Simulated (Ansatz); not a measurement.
This script makes a comparison of functionals at one structure of GaAg3, space group Pm-3m with Ansatz 0.2.0, Python API.

`run_xc.py`
```python
import ansatz
from pymatgen.core import Lattice, Structure
from pymatgen.io.ase import AseAtomsAdaptor

CUTOFF_EV = 510
TOLERANCE = 1e-08
KMESH = (6, 6, 6)
SMEARING_WIDTH = 0.1


def main() -> None:
    pmg_structure = Structure(
        Lattice([(4.081295, 0.0, 0.0), (0.0, 4.081295, 0.0), (0.0, 0.0, 4.081295)]),
        ["Ga", "Ag", "Ag", "Ag"],
        [
            (0.0, 0.0, 0.0),
            (0.5, 0.0, 0.5),
            (0.0, 0.5, 0.5),
            (0.5, 0.5, 0.0),
        ],
    )
    cell = ansatz.Crystal.from_ase(AseAtomsAdaptor.get_atoms(pmg_structure))

    calc = (
        cell.calculation()
        .basis(CUTOFF_EV)
        .scf(tolerance=TOLERANCE)
        .kpoints(*KMESH)
        .occupations(ansatz.OccupationsMethod.FERMI_DIRAC, width=SMEARING_WIDTH)
        .pseudopotentials("paw")
        .forces()
        .stress()
    )

    rows = []
    for value in ["pbesol", "blyp", "lda"]:
        data = calc.functional(value).run().report
        rows.append((value, data["free_energy_ev"] / len(data["lattice"]["sites"]), data["n_iterations"], sum(data["stress_gpa"][i][i] for i in range(3)) / 3, max(abs(f) for row in data["forces_ev_ang"] for f in row), data["n_kpoints"]))

    print("  functional   F/atom (eV)    iterations       P (GPa)  max component (eV/A)      k-points")
    for row in rows:
        print(f"{str(row[0]):>12s}  {row[1]:12.5f}  {row[2]:12d}  {row[3]:12.3f}  {row[4]:20.4f}  {row[5]:12d}")


if __name__ == "__main__":
    main()
```

Which functional puts this cell under the lowest pressure, and which under the highest?

From lowest to highest: LDA (-7.7 GPa), PBEsol (-3.7 GPa) and BLYP (10.3 GPa). At a fixed cell a lower pressure usually means a smaller equilibrium volume, so LDA prefers the smallest cell and BLYP the largest.

What the script printed:

```console
$ python run_xc.py
DeckWarning: output.stress: scf.convergence.dr2_threshold = 1e-8 eV is looser than the 4e-10 eV advised for a printed stress (1e-10 eV for each atom of the cell: 4). What an SCF threshold leaves in a [...]
  functional   F/atom (eV)    iterations       P (GPa)  max component (eV/A)      k-points
      pbesol   -6577.50675             8        -3.698                0.0000            20
        blyp   -6652.41856             8        10.290                0.0000            20
         lda   -6520.35203             8        -7.682                0.0000            20
```
(Warnings from the package without file and line, shortened.)

Caveats:
- BLYP can be off by several per cent in the lattices of metals, and by several GPa in the pressure at a fixed cell.
- The mesh is modest for a metal, so energies can be off by several to tens of meV an atom and pressures by half a GPa or more; differences at equal mesh fare better.
- Forces vanish by symmetry here and test nothing.
- Pressure is positive in compression.
- The structure comes from a database of computed cells and needn't be a stable or known phase.
- Total energies of different functionals can't be compared; pressures, moments and gaps at this one structure can.
- It ran for 13 s on 1 thread of Arm Neoverse V1 (shared host), peak memory 0.5 GiB.

(Lines on the test bed's own set-up are left out of the output.)
